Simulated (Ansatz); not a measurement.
**CuCH3 (singlet): wave-function methods side by side at distance Cu1–C2 = 2.585 Å, def2-SVP**

How much of the correlation energy of CuCH3 (singlet) does each wave-function method recover here?

Program: Ansatz 0.2.0, Gaussian basis. Level of theory: def2-SVP, core rule «outside noble gas», up to 10 orbitals frozen. These are calculated values, not measurements.

To be run: UHF; CCSD(T) on RHF; CCSD(T) on UHF; CISD; CCSDT(Q) on RHF; CASSCF and NEVPT2, 2 electrons in 2 orbitals; CASSCF and NEVPT2, 8 electrons in 8 orbitals.

17 further runs of the same task are left out: 17 that didn't finish.

### Step 1. The geometry

The geometry derives from a PBE0/def2-TZVP stationary point (not a proven minimum). One bond is set to the value named and the two fragments are kept rigid.

5 atoms, charge 0, spin multiplicity 1.

Atoms are counted from 1 here; the program's logs count them from 0.

Bond lengths: C2–H3 1.091 Å, C2–H4 1.091 Å, C2–H5 1.091 Å. Angles: H3–C2–H4 110.2°, H3–C2–H5 110.2°, H4–C2–H5 110.2°.

In the tables R marks a restricted determinant and U an unrestricted one; 'frontier' is the active space of 8 electrons in 8 orbitals; 'pair' is the active space of 2 electrons in 2 orbitals; energies count from the table's Hartree-Fock row.

### Step 2. UHF

in.yaml reads:

```yaml
crystal:
  periodic: [false, false, false]
  atoms:
    - {symbol: Cu, position_ang: [-0.508042, 0.003920, 0.003119]}
    - {symbol: C, position_ang: [2.076832, -0.016024, -0.012752]}
    - {symbol: H, position_ang: [2.419391, -1.052169, -0.009762]}
    - {symbol: H, position_ang: [2.436833, 0.502401, 0.877520]}
    - {symbol: H, position_ang: [2.425775, 0.493581, -0.912469]}
basis:
  gaussian: {orbitals: def2-SVP}
magnetization: {spin_polarized: true, initial_magnetization: 0}
hamiltonian: {xc: hf}
output: {orbitals: {seedname: orbitals}}
```

Started as:

```console
$ ansatz run in.yaml --threads 1 --pin off --events-out ev --progress --plain --max-ram 2393MiB
```

Standard output:

```text
Functional definition: HF
  name "HF"
  cite "Fock, Z. Phys. 61, 126 (1930) doi:10.1007/BF01340294"
  parent pbe
  exchange = exact_x
  correlation = 0
652 factors; integrals over basis functions are off by at most 1.1e-3 eV
mean field evaluation 1: about -45662.5200 eV, gradient 3.5e1 eV
mean field evaluation 2: about -45662.5494 eV, gradient 3.5e1 eV
mean field evaluation 4: about -45666.5234 eV, gradient 1.6e0 eV
mean field evaluation 8: about -45666.5905 eV, gradient 1.4e-1 eV
mean field evaluation 16: about -45666.8878 eV, gradient 2.5e-1 eV
mean field evaluation 32: about -45614.7836 eV, gradient 5.2e1 eV
mean field evaluation 64: about -45666.3438 eV, gradient 8.0e-3 eV
mean field evaluation 96: about -45666.5947 eV, gradient 2.3e-1 eV
mean field evaluation 128: about -45666.3791 eV, gradient 1.6e-1 eV
mean field evaluation 160: about -45666.3404 eV, gradient 2.3e-1 eV
mean field evaluation 192: about -45666.0779 eV, gradient 2.1e0 eV
mean field evaluation 224: about -45666.3243 eV, gradient 5.4e-1 eV
mean field evaluation 256: about -45666.8227 eV, gradient 2.4e0 eV
mean field evaluation 288: about -45666.3334 eV, gradient 6.2e-1 eV
mean field evaluation 320: about -45666.5903 eV, gradient 1.7e-1 eV
mean field -45666.89011474 eV, -1678.2272575866 hartree, gradient 1.3e-5 eV, S^2 0.634788; 12 other end points of the search recorded, 0 dependent functions left out
reference -45666.89011474 eV, -1678.2272575866 hartree; 19, 19 occupied and 41, 41 virtual orbitals, 652 factors
Total energy: -45666.89011474 eV, -1678.2272575866 hartree
```

It took 7 s on 1 thread of Arm Neoverse V1, shared host.

From the report: ⟨S²⟩ of the determinant 0.635 (pure singlet: 0.00). The determinant is far from a pure spin state, so its energy mixes those of several spin states (harmless only where they are near-degenerate, as at dissociation).

The unrestricted solution breaks the spin symmetry, so the restricted determinant is unstable here.

### Step 3. CCSD(T) on RHF

Edit in.yaml of step 2 so:

```diff
@@ -10,4 +10,3 @@
   gaussian: {orbitals: def2-SVP}
-magnetization: {spin_polarized: true, initial_magnetization: 0}
-hamiltonian: {xc: hf}
-output: {orbitals: {seedname: orbitals}}
+magnetization: {spin_polarized: false}
+correlation: {method: ccsd_t, electrons: outside_noble_gas}
```

Launched as before.

Standard output, shortened:

```text
Functional definition: HF
  name "HF"
  cite "Fock, Z. Phys. 61, 126 (1930) doi:10.1007/BF01340294"
  parent pbe
[...]
652 factors; integrals over basis functions are off by at most 1.1e-3 eV
[...]
mean field -45666.59094746 eV, -1678.2162633922 hartree, gradient 2.3e-6 eV, S^2 0.000000; 1 other end points of the search recorded, 0 dependent functions left out; unrestricted orbitals would lower it
10 core orbitals not correlated: weight in the atoms' cores, before any rotation towards them, 1.000 or more for the frozen orbitals, at most 0.000 for the correlated occupied ones
reference -45666.59094746 eV, -1678.2162633922 hartree; 9, 9 occupied and 41, 41 virtual orbitals, 652 factors
second order -12.39881291 eV of doubles, -0.00000000 eV of singles
cycle   1  -11.42958791 eV  change    9.7e-1 eV  update   1.3e-1
[...]
cycle  15  -12.07580485 eV  change   -1.6e-5 eV  update   9.2e-6
perturbative correction -0.51546460 eV, -0.0189429745 hartree
Total energy: -45679.18221691 eV, -1678.6789840098 hartree
```

It took 1.4 s on 1 thread of Arm Neoverse V1, shared host.

From the report: correlation -12.5913 eV; T1 0.029; largest double amplitude 0.14.

### Step 4. CCSD(T) on UHF

Edit in.yaml of step 3 so:

```diff
@@ -10,3 +10,3 @@
   gaussian: {orbitals: def2-SVP}
-magnetization: {spin_polarized: false}
+magnetization: {spin_polarized: true, initial_magnetization: 0}
 correlation: {method: ccsd_t, electrons: outside_noble_gas}
```

Launched as before.

Standard output, shortened:

```text
Functional definition: HF
  name "HF"
  cite "Fock, Z. Phys. 61, 126 (1930) doi:10.1007/BF01340294"
  parent pbe
[...]
652 factors; integrals over basis functions are off by at most 1.1e-3 eV
[...]
mean field -45666.89011474 eV, -1678.2272575866 hartree, gradient 5.2e-6 eV, S^2 0.634787; 21 other end points of the search recorded, 0 dependent functions left out
determinant -45666.89011474 eV, -1678.2272575866 hartree, with singles and doubles -45678.56343617 eV, -1678.6562442370 hartree
determinant -45666.45924773 eV, -1678.2114235161 hartree, with singles and doubles -45676.50609411 eV, -1678.5806383106 hartree
determinant -45666.34387303 eV, -1678.2071835742 hartree, with singles and doubles -45676.36253038 eV, -1678.5753624410 hartree
determinant -45666.27783234 eV, -1678.2047566235 hartree, with singles and doubles -45676.30245034 eV, -1678.5731545402 hartree
[...]
determinant -45666.89011474 eV, -1678.2272575866 hartree, with singles and doubles -45678.63469894 eV, -1678.6588630953 hartree
determinant -45666.01319328 eV, -1678.1950313175 hartree, with singles and doubles -45678.57188522 eV, -1678.6565547337 hartree
determinant -45666.59094746 eV, -1678.2162633922 hartree, with singles and doubles -45678.66474253 eV, -1678.6599671769 hartree
10 core orbitals not correlated: weight in the atoms' cores, before any rotation towards them, 1.000 or more for the frozen orbitals, at most 0.000 for the correlated occupied ones
reference -45666.89011474 eV, -1678.2272575866 hartree; 9, 9 occupied and 41, 41 virtual orbitals, 652 factors
second order -11.69645136 eV of doubles, -0.00000000 eV of singles
cycle   1  -11.74458330 eV  change    9.0e-7 eV  update   5.8e-6
[...]
cycle   4  -11.74460033 eV  change   -3.7e-6 eV  update   1.9e-6
perturbative correction -0.49459288 eV, -0.0181759531 hartree
Total energy: -45679.12930794 eV, -1678.6770396410 hartree
```

Wall time 40 s (1 thread of Arm Neoverse V1, shared host).

From the report: ⟨S²⟩ of the determinant 0.635 (pure singlet: 0.00); correlation -12.2392 eV; T1 0.073; largest double amplitude 0.15. The determinant is far from a pure spin state, so its energy mixes those of several spin states (harmless only where they are near-degenerate, as at dissociation).

### Step 5. CISD

Edit in.yaml of step 4 so:

```diff
@@ -10,3 +10,2 @@
   gaussian: {orbitals: def2-SVP}
-magnetization: {spin_polarized: true, initial_magnetization: 0}
-correlation: {method: ccsd_t, electrons: outside_noble_gas}
+correlation: {active_space: {ras: {orbitals: [9, 0, 41], electrons: 18, max_holes: 2, max_particles: 2}, fixed_orbitals: true}}
```

Same command.

Standard output:

```text
Functional definition: HF
  name "HF"
  cite "Fock, Z. Phys. 61, 126 (1930) doi:10.1007/BF01340294"
  parent pbe
  exchange = exact_x
  correlation = 0
652 factors; integrals over basis functions are off by at most 1.1e-3 eV
mean field evaluation 1: about -45662.5200 eV, gradient 4.9e1 eV
mean field evaluation 2: about -45662.5494 eV, gradient 4.9e1 eV
mean field evaluation 4: about -45666.5234 eV, gradient 2.3e0 eV
mean field evaluation 8: about -45666.5905 eV, gradient 1.9e-1 eV
mean field evaluation 16: about -45666.5909 eV, gradient 2.3e-6 eV
mean field -45666.59094746 eV, -1678.2162633922 hartree, gradient 2.3e-6 eV, S^2 0.000000; 1 other end points of the search recorded, 0 dependent functions left out
reference -45666.59094746 eV, -1678.2162633922 hartree; 19, 19 occupied and 41, 41 virtual orbitals, 652 factors
state -45677.44393154 eV, -1678.6151032005 hartree
Total energy: -45677.44393154 eV, -1678.6151032005 hartree
```

Wall time 5.5 s (1 thread of Arm Neoverse V1, shared host).

From the report: 98,548 determinants.

### Step 6. CCSDT(Q) on RHF

Edit in.yaml of step 5 so:

```diff
@@ -10,2 +10,3 @@
   gaussian: {orbitals: def2-SVP}
-correlation: {active_space: {ras: {orbitals: [9, 0, 41], electrons: 18, max_holes: 2, max_particles: 2}, fixed_orbitals: true}}
+magnetization: {spin_polarized: false}
+correlation: {method: ccsdt_q, electrons: outside_noble_gas}
```

Launched as before.

Standard output, shortened:

```text
Functional definition: HF
  name "HF"
  cite "Fock, Z. Phys. 61, 126 (1930) doi:10.1007/BF01340294"
  parent pbe
[...]
1126 factors; integrals over basis functions are off by at most 2.2e-7 eV
[...]
mean field -45666.59105541 eV, -1678.2162673592 hartree, gradient 7.5e-6 eV, S^2 0.000000; 1 other end points of the search recorded, 0 dependent functions left out; unrestricted orbitals would lower it
10 core orbitals not correlated: weight in the atoms' cores, before any rotation towards them, 1.000 or more for the frozen orbitals, at most 0.000 for the correlated occupied ones
reference -45666.59105541 eV, -1678.2162673592 hartree; 9, 9 occupied and 41, 41 virtual orbitals, 1126 factors
second order -12.39885004 eV of doubles, -0.00000000 eV of singles
cycle   1  -11.42957874 eV  change    9.7e-1 eV  update   1.4e-1
[...]
cycle  24  -12.59221057 eV  change   -1.1e-6 eV  update   1.7e-6
perturbative correction 0.03004860 eV, 0.0011042656 hartree
Total energy: -45679.15321738 eV, -1678.6779182968 hartree
```

Wall time 69 s (1 thread of Arm Neoverse V1, shared host); peak memory 0.6 GiB.

From the report: correlation -12.5622 eV; T1 0.032; largest double amplitude 0.17.

### Step 7. CASSCF and NEVPT2, 2 electrons in 2 orbitals

Edit in.yaml of step 6 so:

```diff
@@ -10,3 +10,2 @@
   gaussian: {orbitals: def2-SVP}
-magnetization: {spin_polarized: false}
-correlation: {method: ccsdt_q, electrons: outside_noble_gas}
+correlation: {method: sc_nevpt2, electrons: outside_noble_gas, active_space: {window: {electrons: 2, orbitals: 2}}}
```

The command is unchanged.

Standard output:

```text
Functional definition: HF
  name "HF"
  cite "Fock, Z. Phys. 61, 126 (1930) doi:10.1007/BF01340294"
  parent pbe
  exchange = exact_x
  correlation = 0
652 factors; integrals over basis functions are off by at most 1.1e-3 eV
mean field evaluation 1: about -45662.5200 eV, gradient 4.9e1 eV
mean field evaluation 2: about -45662.5494 eV, gradient 4.9e1 eV
mean field evaluation 4: about -45666.5234 eV, gradient 2.3e0 eV
mean field evaluation 8: about -45666.5905 eV, gradient 1.9e-1 eV
mean field evaluation 16: about -45666.5909 eV, gradient 2.3e-6 eV
mean field -45666.59094746 eV, -1678.2162633922 hartree, gradient 2.3e-6 eV, S^2 0.000000; 1 other end points of the search recorded, 0 dependent functions left out; unrestricted orbitals would lower it
reference -45666.59094746 eV, -1678.2162633922 hartree; 19, 19 occupied and 41, 41 virtual orbitals, 652 factors
state -45667.41685491 eV, -1678.2466149310 hartree
state -45667.41685491 eV, -1678.2466149310 hartree; corrected -45679.11006774 eV, -1678.6763325765 hartree
Total energy: -45679.11006774 eV, -1678.6763325765 hartree
```

Wall time 1.5 s (1 thread of Arm Neoverse V1, shared host).

From the report: 4 determinants; active occupations 1.84, 0.16.

### Step 8. CASSCF and NEVPT2, 8 electrons in 8 orbitals

Edit in.yaml of step 7 so:

```diff
@@ -10,2 +10,2 @@
   gaussian: {orbitals: def2-SVP}
-correlation: {method: sc_nevpt2, electrons: outside_noble_gas, active_space: {window: {electrons: 2, orbitals: 2}}}
+correlation: {method: sc_nevpt2, electrons: outside_noble_gas, active_space: {window: {electrons: 8, orbitals: 8}}}
```

Same command.

Standard output, shortened:

```text
Functional definition: HF
  name "HF"
  cite "Fock, Z. Phys. 61, 126 (1930) doi:10.1007/BF01340294"
  parent pbe
[...]
652 factors; integrals over basis functions are off by at most 1.1e-3 eV
[...]
mean field -45666.59094746 eV, -1678.2162633922 hartree, gradient 2.3e-6 eV, S^2 0.000000; 1 other end points of the search recorded, 0 dependent functions left out; unrestricted orbitals would lower it
reference -45666.59094746 eV, -1678.2162633922 hartree; 19, 19 occupied and 41, 41 virtual orbitals, 652 factors
state -45669.48955502 eV, -1678.3227852550 hartree
state -45669.48955502 eV, -1678.3227852550 hartree; corrected -45677.81219459 eV, -1678.6286366182 hartree
state -45669.26447902 eV, -1678.3145138647 hartree
state -45669.26447902 eV, -1678.3145138647 hartree; corrected -45678.35014517 eV, -1678.6484059372 hartree
state -45669.26447902 eV, -1678.3145138647 hartree; corrected -45678.35014517 eV, -1678.6484059372 hartree
state -45669.24914936 eV, -1678.3139505100 hartree
state -45669.24914936 eV, -1678.3139505100 hartree; corrected -45679.08689522 eV, -1678.6754810020 hartree
state -45669.24914936 eV, -1678.3139505100 hartree; corrected -45679.08689522 eV, -1678.6754810020 hartree
WARN: the results are in doubt because another end's mean lies 0.240 eV lower, and its corrected mean 1.275 eV higher
Total energy: -45679.08689522 eV, -1678.6754810020 hartree
In doubt: another end's mean lies 0.240 eV lower, and its corrected mean 1.275 eV higher
```

Run time: 80 s. Hardware: 1 thread of Arm Neoverse V1, shared host.

From the report: 2,500 determinants; active occupations 1.98, 1.98, 1.98, 1.90, 0.10, 0.02, 0.02, 0.02. Mind the lines of doubt at the end of the log.

### Step 9. The ladder

No level here is safe as a reference; RCCSDT(Q) serves as a yardstick only. Rows without a time come out of other runs: HF, MP2 and CCSD of CCSD(T), CCSDT of CCSDT(Q), CASSCF and MRCISD of the multireference runs.

Differences are taken before rounding.

| method | energy from the lowest RHF (meV) | from RCCSDT(Q) (meV) | time |
| --- | --- | --- | --- |
| RHF | 0.0 | +12562.3 |  |
| UHF | -299.2 | +12263.1 |  |
| RMP2 | -12398.8 | +163.5 |  |
| UMP2 | -11995.6 | +566.7 |  |
| CISD | -10853.0 | +1709.3 | 5.5 s |
| RCCSD | -12075.8 | +486.5 |  |
| UCCSD | -12043.8 | +518.5 |  |
| RCCSD(T) | -12591.3 | -29.0 | 1.4 s |
| UCCSD(T) | -12538.4 | +23.9 | 40 s |
| RCCSDT | -12592.3 | -30.0 |  |
| RCCSDT(Q) | -12562.3 | 0 | 69 s |
| CASSCF pair | -825.9 | +11736.4 |  |
| NEVPT2 pair | -12519.1 | +43.1 | 1.5 s |

Among the levels timed on like hardware and quicker than the yardstick, those that no quicker one beats, quickest first: RCCSD(T) (1.4 s, -29.0 meV); UCCSD(T) (40 s, +23.9 meV).

Left out of the table: CASSCF frontier, NEVPT2 frontier (the active space lost an orbital or holds another state than full CI finds).

### Step 10. Outcome

```
                      quantity        value
RCCSDT(Q) below the RHF energy  -12.5623 eV
           RMP2 from RCCSDT(Q)   +163.5 meV
           UMP2 from RCCSDT(Q)   +566.7 meV
          RCCSD from RCCSDT(Q)   +486.5 meV
       RCCSD(T) from RCCSDT(Q)    -29.0 meV
       UCCSD(T) from RCCSDT(Q)    +23.9 meV
    NEVPT2 pair from RCCSDT(Q)    +43.1 meV
                 T1 diagnostic        0.029
```

What this shows: RCCSD(T) misses by -29.0 meV, 0.2 % of the correlation energy. CCSD(T) misses by -29.0 meV on the restricted determinant and by +23.9 meV on the unrestricted one; the two need not hold the same state or core. Warnings: restricted reference is unstable; spin contamination; large T1 diagnostic.
